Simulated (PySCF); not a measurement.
# C7H7FO: the cost of one run

Programs: PySCF 2.14.0, with routines of our own; each step states its level. All values are computed. Atoms count from 0.

## Step 1: The starting structure

16 atoms, charge 0, multiplicity 1; geometry from: GFN2-xTB.

## Step 2: Geometry optimisation at PBE/def2-SV(P)

The job: settings as JSON, then the geometry in Å.

```
{"job": {"xc": "PBE", "basis": "def2-SV(P)", "grid": 1, "kind": "geom"}, "charge": 0, "multiplicity": 1}
F     -2.015167     1.761770    -0.301409
C     -1.573721     0.620503     0.356634
C     -1.994392    -0.642756    -0.441260
O     -0.812350    -1.328571    -0.876528
C      0.227142    -0.619754    -0.387394
C     -0.091288     0.475463     0.332918
C      1.119428     1.107016     0.793281
C      2.162385     0.382232     0.354610
C      1.698271    -0.803150    -0.452358
H     -2.024736     0.674884     1.353709
H     -2.581134    -1.335784     0.166247
H     -2.573223    -0.353015    -1.322008
H      1.154601     2.005125     1.380629
H      3.203192     0.583153     0.524519
H      2.019627    -1.750139    -0.017184
H      2.073766    -0.768032    -1.475819
```

On the command line:

```
$ OMP_NUM_THREADS=1 python excited_run.py task.json out
```

This one command runs all jobs of the session in turn.

**Question.** How long does this first job take on 1 thread of Arm Neoverse V1, shared host, and how much memory does it need?

About 3 min, with a peak of 0.59 GiB.
